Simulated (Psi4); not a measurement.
# SiF3 (trifluorosilyl) at UMP2/cc-pVDZ (density fitting, density fitting for correlation, sweep point 1)

Aim: the vertical ionisation energy of SiF3 (trifluorosilyl) at UMP2/cc-pVDZ (density fitting, density fitting for correlation, sweep point 1), from 2 runs. 

The calculation is run with Psi4 1.11.

## (1) The molecule

SiF3: 4 atoms, total charge 0, spin state doublet. SMILES: `F[Si](F)F`. The shape is that of a GFN2-xTB optimisation.

Bond lengths: F1–Si2 1.590 Å, Si2–F3 1.590 Å, Si2–F4 1.590 Å. Angles: F1–Si2–F3 104.5°, F1–Si2–F4 104.3°, F3–Si2–F4 104.5°.

## (2) The energy at UMP2/cc-pVDZ (density fitting, density fitting for correlation, sweep point 1)

job.inp reads:

```
memory 1.6 GB

molecule {
  0 2
  F      0.787890    -0.508980     1.119030
  Si    -0.325240     0.244050     0.268860
  F     -0.962750    -0.889100    -0.646850
  F      0.500100     1.154030    -0.741040
  symmetry c1
}

set {
  basis cc-pVDZ
  reference uhf
  puream true
  scf_type df
  num_frozen_docc 0
  maxiter 150
}

e, wfn = energy('mp2', return_wfn=True)
```

Command:

```sh
$ psi4 -i job.inp -o job.out -n 1
```

job.out:

```text
[...]
  Running in c1 symmetry.
[...]
  Nuclear repulsion =  176.933542927181890
[...]
  Multiplicity = 2
[...]
  Nalpha       = 21
  Nbeta        = 20
[...]
    Number of basis functions: 60
[...]
   @DF-UHF iter   1:  -587.28934112911429   -9.02157e-01   7.96015e-03 DIIS/ADIIS
[...]
   @DF-UHF iter  12:  -587.38093976234347   -3.86535e-12   6.86116e-09 DIIS
[...]
   @S^2 Observed:                7.521895340E-01
[...]
    Orbital Energies [Eh]
    ---------------------
    Alpha Occupied:
       1A    -68.951602     2A    -26.322844     3A    -26.322639
       4A    -26.322555     5A     -6.288518     6A     -4.397419
       7A     -4.392181     8A     -4.392178     9A     -1.649913
      10A     -1.617805    11A     -1.617542    12A     -0.839372
      13A     -0.751036    14A     -0.750804    15A     -0.731841
      16A     -0.698194    17A     -0.698037    18A     -0.663937
      19A     -0.663725    20A     -0.649178    21A     -0.447164
    Alpha Virtual:
      22A      0.151945    23A      0.152412    24A      0.250106
      25A      0.350554    26A      0.467700    27A      0.467986
[...]
  @DF-UHF Final Energy:  -587.38093976234347
   => Energetics <=
    Nuclear Repulsion Energy =            176.9335429271818896
    One-Electron Energy =               -1170.9613694936492720
    Two-Electron Energy =                 406.6468868041239375
    Total Energy =                       -587.3809397623434734
  UHF NO Occupations:
  HONO-2 :   19  A 1.9998397
  HONO-1 :   20  A 1.9993105
[...]
 Multipole Moments:
 ------------------------------------------------------------------------------------
     Multipole            Electronic (a.u.)      Nuclear  (a.u.)        Total (a.u.)
 ------------------------------------------------------------------------------------
 L = 1.  Multiply by 2.5417464519 to convert [e a0] to [Debye]
 Dipole X            :         -0.2390529           -0.4104166           -0.6494695
 Dipole Y            :          0.1775839            0.3079639            0.4855478
 Dipole Z            :          0.1965646            0.3392714            0.5358360
 Magnitude           :                                                    0.9719503
[...]
```

Wall time 2 s (1 thread of Intel Xeon Platinum 8488C (Sapphire Rapids), shared host); peak memory 0.26 GiB.

## (3) The singlet cation at the same level

calc.in reads:

```
memory 1600 MB

molecule {
  1 1
  F      0.787890    -0.508980     1.119030
  Si    -0.325240     0.244050     0.268860
  F     -0.962750    -0.889100    -0.646850
  F      0.500100     1.154030    -0.741040
  units angstrom
  symmetry c1
}

set {
  puream          true
  scf_type        df
  num_frozen_docc 0
}

energy_value, wavefunction = energy('mp2/cc-pVDZ', return_wfn=True)
```

Command:

```sh
$ psi4 calc.in calc.out -n 1
```

calc.out:

```text
[...]
  Running in c1 symmetry.
[...]
  Nuclear repulsion =  176.933542927181890
[...]
  Multiplicity = 1
[...]
  Nalpha       = 20
  Nbeta        = 20
[...]
    Number of basis functions: 60
[...]
   @DF-RHF iter   1:  -586.82458276713385   -4.37399e-01   8.69718e-03 DIIS/ADIIS
[...]
   @DF-RHF iter  11:  -586.96092149073752   -1.70530e-12   6.26499e-09 DIIS
[...]
    Orbital Energies [Eh]
    ---------------------
    Doubly Occupied:
       1A    -69.341975     2A    -26.618500     3A    -26.618224
       4A    -26.618120     5A     -6.664973     6A     -4.773548
       7A     -4.772193     8A     -4.772190     9A     -1.925108
      10A     -1.891565    11A     -1.891262    12A     -1.101867
      13A     -1.016440    14A     -1.016235    15A     -0.990026
      16A     -0.955155    17A     -0.955016    18A     -0.937968
      19A     -0.937694    20A     -0.925041
[...]
  @DF-RHF Final Energy:  -586.96092149073752
   => Energetics <=
    Nuclear Repulsion Energy =            176.9335429271818896
    One-Electron Energy =               -1158.3427295527476417
    Two-Electron Energy =                 394.4482651348283184
    Total Energy =                       -586.9609214907375190
[...]
 Multipole Moments:
 ------------------------------------------------------------------------------------
     Multipole            Electronic (a.u.)      Nuclear  (a.u.)        Total (a.u.)
 ------------------------------------------------------------------------------------
 L = 1.  Multiply by 2.5417464519 to convert [e a0] to [Debye]
 Dipole X            :         -1.1468193           -0.4104166           -1.5572359
 Dipole Y            :          0.8598885            0.3079639            1.1678524
 Dipole Z            :          0.9476245            0.3392714            1.2868959
 Magnitude           :                                                    2.3334447
[...]
```

Run time: 1.9 s. Hardware: 1 thread of Intel Xeon Platinum 8488C (Sapphire Rapids), shared host; peak memory 0.26 GiB.

## (4) Results

Level: UMP2/cc-pVDZ (density fitting, density fitting for correlation, sweep point 1).

| quantity | value |
| --- | --- |
| doublet SiF3: total energy | -588.02739 Eh |
| doublet SiF3: HOMO energy (Hartree–Fock orbitals) (highest over α and β) | -12.17 eV |
| doublet SiF3: LUMO energy (Hartree–Fock orbitals) (lowest over α and β) | 0.17 eV |
| doublet SiF3: correlation energy | -646.4 mEh |
| doublet SiF3: ⟨S²⟩ of the reference determinant | 0.752 |
| singlet cation: total energy | -587.63260 Eh |
| singlet cation: HOMO energy (Hartree–Fock orbitals) | -25.17 eV |
| singlet cation: LUMO energy (Hartree–Fock orbitals) | -10.62 eV |
| singlet cation: HOMO–LUMO gap (Hartree–Fock orbitals) | 14.56 eV |
| singlet cation: correlation energy | -671.7 mEh |
| vertical ionisation energy (to the singlet cation) | 10.743 eV |

What this shows: The vertical ionisation energy comes to 10.74 eV (248 kcal/mol). Only the singlet of the ionised species was computed; a triplet could lie lower.
